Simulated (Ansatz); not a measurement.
# Cl2FH3NOTa: the cost of one run

Method: RHF/def2-SVP, in Ansatz 0.2.0.

## (1) The structure to begin with

Bond lengths: Ta1–Cl2 2.470 Å, Ta1–F3 1.930 Å, Ta1–Cl4 2.470 Å, Ta1–N5 2.160 Å, N5–H6 1.060 Å, N5–H7 1.060 Å, Ta1–O8 2.020 Å, O8–H9 1.010 Å. Angles: Cl2–Ta1–F3 90.0°, Cl2–Ta1–Cl4 90.0°, Cl2–Ta1–N5 120.0°, Cl2–Ta1–O8 120.0°, F3–Ta1–Cl4 180.0°, F3–Ta1–N5 90.0°, F3–Ta1–O8 90.0°, Cl4–Ta1–N5 90.0°, Cl4–Ta1–O8 90.0°, N5–Ta1–O8 120.0°, Ta1–N5–H6 120.0°, Ta1–N5–H7 120.0°, H6–N5–H7 120.0°, Ta1–O8–H9 109.5°.

As a file:

```xyz
9

Ta    0.0000    0.0000    0.0000
Cl    2.4700    0.0000    0.0000
F     0.0000    0.0000    1.9300
Cl    0.0000    0.0000   -2.4700
N    -1.0800    1.8706    0.0000
H    -1.6414    2.1584    0.8518
H    -1.0486    2.5007   -0.8518
O    -1.0100   -1.7493    0.0000
H    -1.6563   -1.7655    0.7760
```

## (2) Preparing the start

File input.yaml:

```yaml
crystal:
  periodic: [false, false, false]
  atoms:
    - { symbol: Ta, position_ang: [0.0, 0.0, 0.0] }
    - { symbol: Cl, position_ang: [2.47, 0.0, 0.0] }
    - { symbol: F, position_ang: [0.0, 0.0, 1.93] }
    - { symbol: Cl, position_ang: [0.0, 0.0, -2.47] }
    - { symbol: "N", position_ang: [-1.08, 1.8706, 0.0] }
    - { symbol: H, position_ang: [-1.6414, 2.1584, 0.8518] }
    - { symbol: H, position_ang: [-1.0486, 2.5007, -0.8518] }
    - { symbol: O, position_ang: [-1.01, -1.7493, 0.0] }
    - { symbol: H, position_ang: [-1.6563, -1.7655, 0.776] }
basis:
  gaussian: { orbitals: def2-SVP }
hamiltonian:
  xc: hf
relax:
  f_tol: 0.02
  max_steps: 40
```

Run with:

```sh
$ ansatz run input.yaml --threads 4 --pin off --max-ram 5120MiB --backend cpu --events-out ev --progress --plain --runs-dir out
```

**Question.** How long does this run take on 4 threads of Intel Xeon Platinum 8488C (Sapphire Rapids), shared host, and how much memory does it need?

About 26 s, with a peak of 0.32 GiB.
